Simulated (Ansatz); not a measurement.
**triplet C4H4Se at 6 levels**

We compute a comparison of 6 runs (UHF/STO-3G, UB3LYP/6-31G*, U-wB97X/def2-SVP, UBLYP/def2-SVP, UPBE0/def2-SVP) of triplet C4H4Se. 

The results are computed with Ansatz 0.2.0.

38 further runs of the same task are left out: 38 set aside as unsound or not needed.

### 1 The system as given

C4H4Se: 9 atoms, total charge 0, spin state triplet. SMILES of the parent species: `c1cc[se]c1`. The coordinates come from a PBE0-D4/def2-TZVP relaxation. That shape belongs to the parent species and isn't relaxed for this state.

Bond lengths: C1–C2 1.423 Å, C2–C3 1.357 Å, C3–Se4 1.851 Å, C1–C5 1.357 Å, Se4–C5 1.851 Å, C1–H6 1.083 Å, C2–H7 1.083 Å, C3–H8 1.079 Å, C5–H9 1.079 Å. Some angles: C1–C2–C3 114.8°, C2–C1–C5 114.8°, C2–C3–Se4 111.4°, C3–Se4–C5 87.5°, C1–C5–Se4 111.4°, C1–C2–H7 122.8°, C3–C2–H7 122.4°, C2–C1–H6 122.8°, C5–C1–H6 122.4°, C2–C3–H8 127.7°.

### 2 The energy at UHF/STO-3G (run 1)

job.yaml

```yaml
crystal:
  periodic: [false, false, false]
  atoms:
    - symbol: C
      position_ang: [0.161870, 0.966320, 0.120230]
    - symbol: C
      position_ang: [0.964250, -0.189170, -0.094240]
    - symbol: C
      position_ang: [0.270910, -1.350970, -0.203380]
    - symbol: Se
      position_ang: [-1.550740, -1.070180, -0.035800]
    - symbol: C
      position_ang: [-1.173010, 0.728430, 0.182560]
    - symbol: H
      position_ang: [0.580520, 1.959720, 0.225910]
    - symbol: H
      position_ang: [2.044320, -0.148290, -0.165330]
    - symbol: H
      position_ang: [0.666130, -2.341940, -0.366510]
    - symbol: H
      position_ang: [-1.964260, 1.446100, 0.336540]
basis:
  gaussian:
    orbitals: STO-3G
hamiltonian:
  xc: hf
magnetization:
  spin_polarized: true
  initial_magnetization: 2
accuracy: high
output: {orbitals: {seedname: orbitals}}
```

The run is started by

```
$ ansatz run job.yaml --threads 1 --pin off --max-ram 3480MiB --events-out events.jsonl --progress --plain --runs-dir runs
```

Standard output:

```text
Warning: RAYON_NUM_THREADS=1 ignored (pool sized by the plan → 1); use --threads N
Functional definition: HF
  name "HF"
  exchange = exact_x
  correlation = 0
789 factors; integrals over basis functions are off by at most 3.3e-9 eV
mean field evaluation 1: about -68716.0337 eV, gradient 1.2e1 eV
mean field evaluation 2: about -68716.2607 eV, gradient 1.2e1 eV
mean field evaluation 4: about -68718.0001 eV, gradient 1.9e0 eV
mean field evaluation 8: about -68718.0873 eV, gradient 2.9e-2 eV
mean field evaluation 16: about -68718.0849 eV, gradient 8.6e-5 eV
mean field evaluation 32: about -68713.1597 eV, gradient 4.4e0 eV
mean field evaluation 64: about -68718.5254 eV, gradient 1.0e0 eV
mean field -68718.57574608 eV, -2525.3610795447 hartree, gradient 2.0e-8 eV, S^2 2.301228; 2 other end points of the search recorded, 0 dependent functions left out
reference -68718.57574608 eV, -2525.3610795447 hartree; 32, 30 occupied and 10, 12 virtual orbitals, 789 factors
Total energy: -68718.57574608 eV, -2525.3610795447 hartree
```

Run time: 1.4 s. Hardware: 1 thread of Arm Neoverse V2, shared host; peak memory 0.12 GiB.

### 3 A single-point energy at UB3LYP/6-31G(d) (spherical functions) (run 2)

molecule.yaml

```yaml
crystal:
  periodic: [false, false, false]
  atoms:
    - symbol: C
      position_ang: [0.161870, 0.966320, 0.120230]
    - symbol: C
      position_ang: [0.964250, -0.189170, -0.094240]
    - symbol: C
      position_ang: [0.270910, -1.350970, -0.203380]
    - symbol: Se
      position_ang: [-1.550740, -1.070180, -0.035800]
    - symbol: C
      position_ang: [-1.173010, 0.728430, 0.182560]
    - symbol: H
      position_ang: [0.580520, 1.959720, 0.225910]
    - symbol: H
      position_ang: [2.044320, -0.148290, -0.165330]
    - symbol: H
      position_ang: [0.666130, -2.341940, -0.366510]
    - symbol: H
      position_ang: [-1.964260, 1.446100, 0.336540]
basis:
  gaussian:
    orbitals: 6-31G_st_-spherical.json
magnetization:
  spin_polarized: true
  initial_magnetization: 2
hamiltonian:
  xc: {name: B3LYP}
accuracy: high
output: {orbitals: {seedname: orbitals}}
```

The basis set 6-31G* is read from a file made from the Basis Set Exchange's data (not shown).

The run is started by

```
$ ansatz run molecule.yaml --threads 1 --pin off --max-ram 3480MiB --events-out events.jsonl --progress --plain --runs-dir runs
```

Standard output:

```text
Warning: RAYON_NUM_THREADS=1 ignored (pool sized by the plan → 1); use --threads N
Functional definition: B3LYP
  name "B3LYP"
  parameter a0 = 0.2
  parameter ax = 0.72
  parameter ac = 0.81
  exchange = (1 - a0 - ax)*slater_x + ax*b88_x + a0*exact_x
  correlation = (1 - ac)*vwn_rpa_c + ac*lyp_c
2231 factors; integrals over basis functions are off by at most 4.5e-9 eV
mean field evaluation 1: about -69540.1288 eV, gradient 4.3e1 eV
mean field evaluation 2: about -69516.1329 eV, gradient 7.6e1 eV
mean field evaluation 4: about -69549.7243 eV, gradient 1.1e1 eV
mean field evaluation 8: about -69550.7151 eV, gradient 1.1e0 eV
mean field evaluation 16: about -69550.9606 eV, gradient 8.7e-2 eV
mean field evaluation 32: about -69550.9620 eV, gradient 1.4e-4 eV
mean field -69550.96204251 eV, -2555.9507117269 hartree, gradient 3.2e-8 eV, S^2 2.006214; 2 other end points of the search recorded, 0 dependent functions left out
reference -69550.96207663 eV, -2555.9507129810 hartree; 32, 30 occupied and 64, 66 virtual orbitals, 2231 factors
Total energy: -69550.96207663 eV, -2555.9507129810 hartree
```

It took 37 s on 1 thread of Arm Neoverse V2, shared host; peak memory 0.56 GiB.

Runs 3 to 5 aren't shown in full; the table further down has their settings and results.

### 4 A single-point energy at UPBE0/def2-SVP (run 6)

in.yaml

```yaml
crystal:
  periodic: [false, false, false]
  atoms:
    - {symbol: C, position_ang: [0.161870, 0.966320, 0.120230]}
    - {symbol: C, position_ang: [0.964250, -0.189170, -0.094240]}
    - {symbol: C, position_ang: [0.270910, -1.350970, -0.203380]}
    - {symbol: Se, position_ang: [-1.550740, -1.070180, -0.035800]}
    - {symbol: C, position_ang: [-1.173010, 0.728430, 0.182560]}
    - {symbol: H, position_ang: [0.580520, 1.959720, 0.225910]}
    - {symbol: H, position_ang: [2.044320, -0.148290, -0.165330]}
    - {symbol: H, position_ang: [0.666130, -2.341940, -0.366510]}
    - {symbol: H, position_ang: [-1.964260, 1.446100, 0.336540]}
basis:
  gaussian:
    orbitals: def2-SVP
magnetization:
  spin_polarized: true
  initial_magnetization: 2
hamiltonian:
  xc: pbe0
accuracy: high
output: {orbitals: {seedname: orbitals}}
```

The run is started by

```
$ ansatz run in.yaml --threads 1 --pin off --max-ram 3480MiB --events-out events.jsonl --progress --plain --runs-dir runs
```

Standard output:

```text
Warning: RAYON_NUM_THREADS=1 ignored (pool sized by the plan → 1); use --threads N
Functional definition: PBE0
  name "PBE0"
  parameter a = 0.25
  parameter kappa = 0.804
  parameter beta = 0.06672455060314922
  exchange = (1 - a)*pbe_x(kappa = kappa, mu = beta*pi^2/3) + a*exact_x
  correlation = pbe_c(beta = beta)
2448 factors; integrals over basis functions are off by at most 4.7e-9 eV
mean field evaluation 1: about -69523.6876 eV, gradient 4.3e1 eV
mean field evaluation 2: about -69499.7133 eV, gradient 7.6e1 eV
mean field evaluation 4: about -69533.5148 eV, gradient 7.1e0 eV
mean field evaluation 8: about -69533.9883 eV, gradient 1.1e0 eV
mean field evaluation 16: about -69533.9961 eV, gradient 1.4e-2 eV
mean field evaluation 32: about -69534.6274 eV, gradient 4.0e-6 eV
mean field -69534.62744925 eV, -2555.3504264965 hartree, gradient 3.0e-8 eV, S^2 2.007550; 2 other end points of the search recorded, 0 dependent functions left out
reference -69534.62745140 eV, -2555.3504265758 hartree; 32, 30 occupied and 76, 78 virtual orbitals, 2448 factors
Total energy: -69534.62745140 eV, -2555.3504265758 hartree
```

It took 40 s on 1 thread of Arm Neoverse V2, shared host; peak memory 0.62 GiB.

### 5 Overview of the runs

```csv
run,level,Cartesian functions,energy (Eh),HOMO energy (eV),⟨S²⟩,wall time
1,UHF/STO-3G,no,-2525.361080,-4.04,2.301,1.4 s
2,UB3LYP/6-31G* (spherical functions),no,-2555.950713,-2.55,2.006,37 s
3,UB3LYP/6-31G* (Cartesian functions),yes,-2555.961352,-2.56,2.006,32 s
4,U-wB97X/def2-SVP,no,-2555.802628,-5.10,2.009,3.8 min
5,UBLYP/def2-SVP,no,-2555.775396,-1.74,2.004,27 s
6,UPBE0/def2-SVP,no,-2555.350427,-3.04,2.008,40 s
```

### 6 Outcome

| quantity | value |
| --- | --- |
| run 6: total energy | -2555.35043 Eh |
| run 6: HOMO energy (highest over α and β) | -3.04 eV |
| run 6: ⟨S²⟩ | 2.008 |

In words: Totals of different functionals can't be ranked against each other. In run 1 the basis is minimal, so the values are rough. Spin contamination of the reference: run 1 ⟨S²⟩ = 2.30. All runs together took 6.1 min, the longest 3.8 min.
